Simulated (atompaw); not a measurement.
**A PAW (atompaw) potential for germanium, from input to tests**

Task: generate the file, and judge it by its logarithmic derivatives, its ghosts and its cutoff.

Method: atompaw 4.2.0.5, PBEsol, scalar-relativistic.

## Step 1: The atom and the settings

Typed settings, in words:

```
element                 : germanium (Ge, Z = 32)
type                    : PAW
frozen core             : [Ar]
valence charge          : 14
reference configuration : 3d10 4s2 4p2
partial waves           : 4s (bound): rc 1.80 bohr; 4s channel at 0.75 Ry: rc 1.80 bohr; 4p (bound): rc 1.80 bohr; 4p channel at 0.4 Ry: rc 1.80 bohr; 3d (bound): rc 0.95 bohr; 3d channel at 1.1 Ry: rc 0.95 bohr
local potential         : bessel scheme, radius 1.75 bohr
core correction         : smooth core density matched at 1.60 bohr
augmentation charge     : sinc compensation charge, radius 1.65 bohr; PAW radius 1.80 bohr; waves and projectors: custom rrkj gramschmidtortho
```

## Step 2: Generating the potential

File Ge.input:

```
Ge 32
GGA-PBESOL scalarrelativistic loggrid 1500 logderivrange -4 5 226
4 4 3 0 0 0
4 1 2
0 0 0
c
c
c
v
c
c
v
v
2
1.80 1.65 1.75 1.60
y
0.75
n
y
0.4
n
y
1.1
n
custom rrkj gramschmidtortho sinc
bessel
1.80
1.80
1.80
1.80
0.95
0.95
PWSCFOUT
UPFDX 0.0125d0 UPFXMIN -7.d0 UPFZMESH 32.d0
END
```

Started as:

```console
$ atompaw < Ge.input > Ge.log
```

**Question.** What will these runs give? Wanted: cutoffs for 10 and 1 mRy, occupied levels; bound ghosts; largest phase difference near zero energy, channels read; lowest eigenvalue of the overlap; share of valence orbitals outside the PAW sphere; UPF file.

The runs gave:

```
                                                quantity                     value
               cutoffs for 10 and 1 mRy, occupied levels         180 Ry and 300 Ry
                                            bound ghosts                none found
largest phase difference near zero energy, channels read                 0.000 rad
         lowest eigenvalue of the overlap (Bessel basis)                 0.418 (s)
        share of valence orbitals outside the PAW sphere  4s 61 %, 4p 82 %, 3d 2 %
                                                UPF file                   written
```

In words: The potential is very hard: the looser tolerance needs 180 Ry. The slowest level is 3d: taken alone it needs 180 Ry to come within 1 mRy, against 12 Ry for 4s. It is free of bound ghosts as far as tested. Near zero energy the phases of the channels with partial waves agree within 0.001 rad.
